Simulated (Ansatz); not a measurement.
An input for Ansatz 0.2.0 (Hf2Pd2Se2Br2O3):

input.yaml

```yaml
crystal:
  lattice:
    - [5.7607, 0.0, 0.0]
    - [-0.52247, 5.8472, 0.0]
    - [-1.48845, -0.88663, 6.65037]
  atoms:
    - { symbol: Hf, position: [0.7454, 0.39602, 0.34989] }
    - { symbol: Hf, position: [0.28763, 0.45322, 0.59401] }
    - { symbol: Pd, position: [0.90854, 0.13294, 0.84849] }
    - { symbol: Pd, position: [0.25249, 0.90323, 0.35874] }
    - { symbol: Se, position: [0.63469, 0.40355, 0.93716] }
    - { symbol: Se, position: [0.62597, 0.78174, 0.53023] }
    - { symbol: Br, position: [0.85273, 0.99089, 0.15355] }
    - { symbol: Br, position: [0.22526, 0.82084, 0.86223] }
    - { symbol: O, position: [0.9604, 0.28925, 0.59026] }
    - { symbol: O, position: [0.43233, 0.24524, 0.40864] }
    - { symbol: O, position: [0.07457, 0.58308, 0.36682] }
hamiltonian:
  xc:
    exchange: r2scan
    correlation: r2scan
    exx: { coeff: inverse_dielectric }
  pseudopotentials: { kind: paw }
kpoints:
  mp_grid: { grid: [2, 2, 2] }
scf:
  occupations: { method: fermi_dirac, width: 0.05 }
output:
  forces: true
  stress: true
  eigenvalues: true
```

Potentials or basis: Ansatz PAW.

The run is started by

```bash
$ ansatz run input.yaml --threads 8 --pin off --max-ram 20480MiB --backend cpu --events-out ev --progress --plain --runs-dir out
```

**Question.** Does this run start?

**Answer.** The run stopped without a result. It printed:

Output:

```text
Warning: output.stress: scf.convergence.dr2_threshold = 1e-7 eV (the SCF's general default) is looser than the 1.1e-9 eV advised for a printed stress (1e-10 eV for each atom of the cell: 11). What an SCF threshold leaves in a stress goes as its square root, and in the free energy as the threshold itself, and one threshold admits the most on a small cell: of the crystals measured, under no hybrid functional and no lock of the moments, on runs that ended without the residual-converged pass, on stresses that held no estimate of that error, the worst erred by over 100 MPa in a component at 1e-7 eV an atom and by under 5 at 1e-10. Set scf.convergence.dr2_threshold to 1.1e-9 eV or tighter. The threshold is an SCF's pass mark: one that does not reach it within its budget of iterations ends unconverged, or closes short of it on a stop that the run arms, and scf.convergence.dr2_threshold's page says what that costs each kind of run
Warning: output.stress: scf.exx.energy_threshold = 1e-6 eV is looser than the 1.1e-7 eV advised for a stress under a hybrid functional (1e-8 eV for each atom of the cell: 11). Every SCF of the exchange loop can meet its threshold on dr2 while the loop round them stops early: no threshold on dr2 bounds what that leaves in the stress. Set scf.exx.energy_threshold to 1.1e-7 eV or tighter. The threshold is the loop's pass mark: a loop that does not reach it within its budget of cycles ends unconverged, and scf.exx.energy_threshold's page has the law
Error: inconsistent input (hamiltonian.xc.exx): inverse_dielectric: the cell's Hf atoms are not all equivalent, so it may hold a defect, which takes its host's fraction: type that crystal under crystal.host (beside crystal.checkpoint the word checkpoint takes a saved host) or, if the cell holds no defect, crystal.host: (host) for its own fraction
```
